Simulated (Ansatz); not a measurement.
Crystal: Ba2Tl5V3O12.

```xyz
22
Lattice="6.5455 0.0000 0.0000 0.0000 6.5455 0.0000 0.0000 0.0000 13.5748" Properties=species:S:1:pos:R:3 pbc="T T T"
Ba    3.2727    0.0000    7.6456
Ba    0.0000    3.2727    5.9292
V     0.0000    0.0000    6.7874
V     0.0000    0.0000    0.0000
V     3.2727    3.2727    6.7874
Tl    3.2727    0.0000    0.4045
Tl    0.0000    3.2727    9.3449
Tl    0.0000    3.2727   13.1703
Tl    3.2727    0.0000    4.2299
Tl    3.2727    3.2727    0.0000
O     5.3426    5.8159    5.7872
O     5.8159    1.2029    7.7876
O     0.7296    5.3426    7.7876
O     1.2029    0.7296    5.7872
O     5.3854    5.6192   12.6653
O     5.6192    1.1601    0.9095
O     0.9263    5.3854    0.9095
O     1.1601    0.9263   12.6653
O     4.4721    4.0001    7.7933
O     4.0001    2.0734    5.7815
O     2.5453    4.4721    5.7815
O     2.0734    2.5453    7.7933
```

The cell was built by a generator and needn't be a form met in nature.

Base run:

```yaml
Program: Ansatz 0.2.0
Functional: PBE
Potentials_or_basis: Ansatz PAW
Cutoff: "420 eV (not typed: the program's choice for these potentials)"
k_mesh: 4 × 4 × 2
Occupations: fermi-dirac, width 0.05 eV
Spin: collinear spin, ferromagnetic start
Starting_moments: "[0.0, 0.0, 2.0, 2.0, 2.0, 0.0, 0.0, 0.0, 0.0, 0.0, 0.0, 0.0, 0.0, 0.0, 0.0, 0.0, 0.0, 0.0, 0.0, 0.0, 0.0, 0.0] μB"
Hubbard_terms: V d U = 2 eV
```

Its results: band gap on the k mesh 0.96 eV, indirect (least direct gap 1.19 eV); pressure 0.1 GPa; net moment 0.00 μB per cell; largest force 0.054 eV/Å.

Q: The run is repeated on the same cell with these changes: hubbard terms from V d U = 2 eV to V d U = 8 eV. What comes out?

A: Band gap on the k mesh 0.96 eV, indirect (least direct gap 1.19 eV); pressure 0.6 GPa; net moment 0.00 μB per cell; largest force 0.258 eV/Å.

Caveats: the magnetic or orbital state may not be the lowest; spin-orbit coupling is left out, which as a rule narrows the gap of such compounds by several tenths of an eV; the density of states is complete only up to the lowest level of the last band computed; the starting moments weren't kept.

A k mesh can miss the band edges.
